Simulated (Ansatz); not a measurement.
# C₂H₃Cl₂Si radical: how energies converge with the basis set

The task here is to estimate one member of a computed series from the others.

Program: Ansatz 0.2.0, Gaussian basis. Level of theory: one geometry, several basis sets. These are calculated values, not measurements.

Plan: PBE0-D4/def2-SVP; ωB97M-V/def2-SVP; PBE0-D4/def2-QZVPP; ωB97M-V/def2-QZVPP; the functionals' def2-TZVPP values are taken from earlier runs.

### The geometry

All runs share one geometry, relaxed beforehand with PBE0-D4 in a triple-zeta def2 set.

SMILES `[CH]=C[SiH](Cl)Cl`, 8 atoms, charge 0, spin multiplicity 2.

Atoms are counted from 1 here; the program's logs count them from 0.

Bond lengths: C1–C2 1.302 Å, C1–H6 1.081 Å, C2–Si3 1.849 Å, C2–H7 1.096 Å, Si3–Cl4 2.046 Å, Si3–Cl5 2.046 Å, Si3–H8 1.473 Å. Angles: C2–C1–H6 140.4°, C1–C2–Si3 119.3°, C1–C2–H7 121.6°, Si3–C2–H7 119.1°, C2–Si3–Cl4 109.6°, C2–Si3–Cl5 109.6°, C2–Si3–H8 111.7°, Cl4–Si3–Cl5 108.1°, Cl4–Si3–H8 108.9°, Cl5–Si3–H8 108.9°.

Set-up of the first run:

in.yaml reads:

```yaml
crystal:
  periodic: [false, false, false]
  atoms:
    - {symbol: C, position_ang: [-0.467204, 1.549841, 0.659263]}
    - {symbol: C, position_ang: [-0.193615, 0.279140, 0.737886]}
    - {symbol: Si, position_ang: [0.301599, -0.635846, -0.791093]}
    - {symbol: Cl, position_ang: [-1.013128, -2.166627, -1.130880]}
    - {symbol: Cl, position_ang: [2.164150, -1.443534, -0.534591]}
    - {symbol: H, position_ang: [-0.772548, 2.376448, 1.285646]}
    - {symbol: H, position_ang: [-0.249630, -0.262110, 1.689032]}
    - {symbol: H, position_ang: [0.322478, 0.245591, -1.971064]}
basis:
  gaussian: {orbitals: def2-SVP}
magnetization: {spin_polarized: true, initial_magnetization: 1}
hamiltonian: {xc: pbe0, dispersion: d4}
output: {orbitals: {seedname: orbitals}}
```

Started as:

```console
ansatz run in.yaml --threads 4 --pin off --events-out ev --progress --plain --max-ram 10444MiB
```

Among the steps run: PBE0-D4 in def2-SVP; ωB97M-V in def2-SVP; PBE0-D4 in def2-QZVPP; ωB97M-V in def2-QZVPP.

One table of the session follows, with a row left open; its other results are not shown here.

It belongs to the step «Density functionals: the series». 

```
functional       basis  HOMO (eV)  LUMO (eV)
   PBE0-D4    def2-SVP      -7.13      -2.18
   PBE0-D4  def2-TZVPP      -7.17      -2.34
   PBE0-D4  def2-QZVPP      -7.19      -2.39
   ωB97M-V    def2-SVP      -9.09      -0.21
   ωB97M-V  def2-TZVPP          ?          ?
   ωB97M-V  def2-QZVPP      -9.19      -0.61
```

**Question.** Estimate the row for ωB97M-V, def2-TZVPP.

The run gave: HOMO (eV): -9.16; LUMO (eV): -0.52. In the column «HOMO (eV)» it lies between ωB97M-V, def2-QZVPP (-9.19) and ωB97M-V, def2-SVP (-9.09).
